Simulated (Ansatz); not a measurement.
CH4BrSi, SMILES C[SiH]Br, a geometry optimisation

Run with Ansatz 0.2.0, Python API.

Script `opt_ch4brsi.py`:
```python
"""Minimum-energy structure of CH4BrSi."""

import itertools

import ansatz as az
from ase.data import atomic_numbers, covalent_radii
import numpy as np

BASIS = "def2-SVP"
FUNCTIONAL = "hf"

GEOMETRY = """
C    -0.60390    0.37720   -0.31800
Si    1.00850   -0.34550   -0.11950
Br    0.73720   -2.36320    0.74140
H    -0.49760    1.43790   -0.75890
H    -1.17400    0.50300    0.60960
H    -1.28230   -0.15470   -1.00200
H     1.87350    0.47730    0.80180
"""


def main() -> None:
    system = az.Crystal.molecule()
    for line in GEOMETRY.strip().splitlines():
        symbol, *xyz = line.split()
        system = system.atom(symbol, [float(v) for v in xyz])

    setup = system.calculation()
    setup = setup.basis(gaussian=BASIS)
    setup = setup.functional(FUNCTIONAL)
    setup = setup.spin("collinear", total=1)
    symbols = [site.symbol for site in system.cartesian_sites]
    start = np.array([site.position_ang for site in system.cartesian_sites], dtype=float)
    def progress(event):
        if event["event"] == "relax_step":
            row = event["data"]
            print(f"step {row['step']:3d}  E = {row['lagrangian_ev']:.6f} eV  largest force component {row['allowed_force_max_ev_ang']:.4f} eV/A")


    report = setup.relax(force_tolerance=0.02, max_steps=100).session().plan().execute(on_event=progress).report
    end = np.array(report["positions_ang"])

    print("reference energy %16.6f eV" % report["reference_energy_ev"])
    print("total energy     %16.6f eV" % report["free_energy_ev"])
    print("occupied orbitals outside the frozen core (up, down):", report["n_occupied"], " frozen:", report["n_frozen"], " virtual:", report["n_virtual"])

    # pairs closer than 1.2 times the sum of covalent radii, before or after
    radius = [covalent_radii[atomic_numbers[s]] for s in symbols]
    span = lambda where, i, j: np.linalg.norm(where[i] - where[j])
    bonded = [(i, j) for i, j in itertools.combinations(range(len(symbols)), 2) if min(span(start, i, j), span(end, i, j)) < 1.2 * (radius[i] + radius[j])]
    print("pair        before    after (A)")
    for i, j in bonded:
        print(f"{symbols[i]}{i}-{symbols[j]}{j}".ljust(10), f"{span(start, i, j):8.4f} {span(end, i, j):8.4f}")
    with open("ch4brsi_opt.xyz", "w") as handle:
        handle.write(f"{len(symbols)}\nrelaxed CH4BrSi\n")
        handle.writelines(f"{s:2s} {x:11.6f} {y:11.6f} {z:11.6f}\n" for s, (x, y, z) in zip(symbols, end))


if __name__ == "__main__":
    main()
```

Output of `python opt_ch4brsi.py`:
```text
step   1  E = -78943.512538 eV  largest force component 2.9378 eV/A
step   2  E = -78943.697533 eV  largest force component 1.2910 eV/A
step   3  E = -78943.733723 eV  largest force component 0.2555 eV/A
step   4  E = -78943.737723 eV  largest force component 0.0390 eV/A
step   5  E = -78943.738102 eV  largest force component 0.0261 eV/A
step   6  E = -78943.738190 eV  largest force component 0.0077 eV/A
reference energy    -78943.738190 eV
total energy        -78943.738190 eV
occupied orbitals outside the frozen core (up, down): [30, 29]  frozen: 0  virtual: [54, 55]
pair        before    after (A)
C0-Si1       1.7781   1.8814
C0-H3        1.1536   1.0927
C0-H4        1.0960   1.0924
C0-H5        1.1005   1.0906
Si1-Br2      2.2104   2.2507
Si1-H6       1.5080   1.4804
```

It writes `ch4brsi_opt.xyz`:
```text
7
relaxed CH4BrSi
C    -0.656668    0.442379   -0.344860
Si    1.031696   -0.353981   -0.110317
Br    0.790989   -2.409766    0.773670
H    -0.540224    1.444483   -0.764540
H    -1.175460    0.526424    0.612849
H    -1.275898   -0.147167   -1.021970
H     1.886965    0.429628    0.809568
```

Total energies depend on the basis set; only differences at equal settings carry meaning. The end point is the stationary point reached from this start; no frequency run checks that it is a minimum, and the basis set is modest. The run takes the species as open-shell (spin multiplicity 2), which needn't be its ground state. It ran for 15 s on 1 thread of Arm Neoverse V1 (shared host), peak memory 0.28 GiB.
